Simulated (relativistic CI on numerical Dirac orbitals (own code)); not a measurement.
# Co: the cost of one run

The numbers are computed with relativistic CI on numerical Dirac orbitals (own code) version 3 (charge-transfer multiplet model of a cubic metal-ligand cluster with up to 2 ligand holes, Slater and spin-orbit integrals from Dirac-Coulomb-Breit ions, Slater integrals scaled by 0.7), except any that are marked as measured or tabulated.

## (1) What is computed

| Quantity | Value |
| --- | --- |
| ion | Co²⁺ (Co III) |
| nuclear charge | 27 |
| electrons | 25 |
| d electrons | 7 |
| ligand holes at most | 2 |
| parameters | in eV; Veg, Vt2g hoppings, tenDq and tenDqL metal and ligand splittings (negative tenDq: tetrahedral), red the scaling of hopping with a core hole |
| temperature | 300 K |
| widths | Lorentz 0.6 eV, Gauss 0.8 eV |

## (2) Upd = 8.6 eV

Settings of the run:

```ini
cluster ion=Co2+ d7 ligand_holes=2 slater_scale=0.7
Delta=3.8 Udd=7.8 Upd=8.6 tenDq=1.1 tenDqL=1.4 Veg=1.4 Vt2g=-0.64 red=0.9
spectrum xps 2p T=300 lorentz=0.6 gauss=0.8
```

Launch:

```bash
$ python run_levels.py task.json out
```

One command runs all members of the session, one after another, from task.json.

**Question.** How long does this run take on 1 thread of Neoverse-V1, shared host, and how much memory does it need?

About 4.3 s, with a peak of 0.24 GiB.
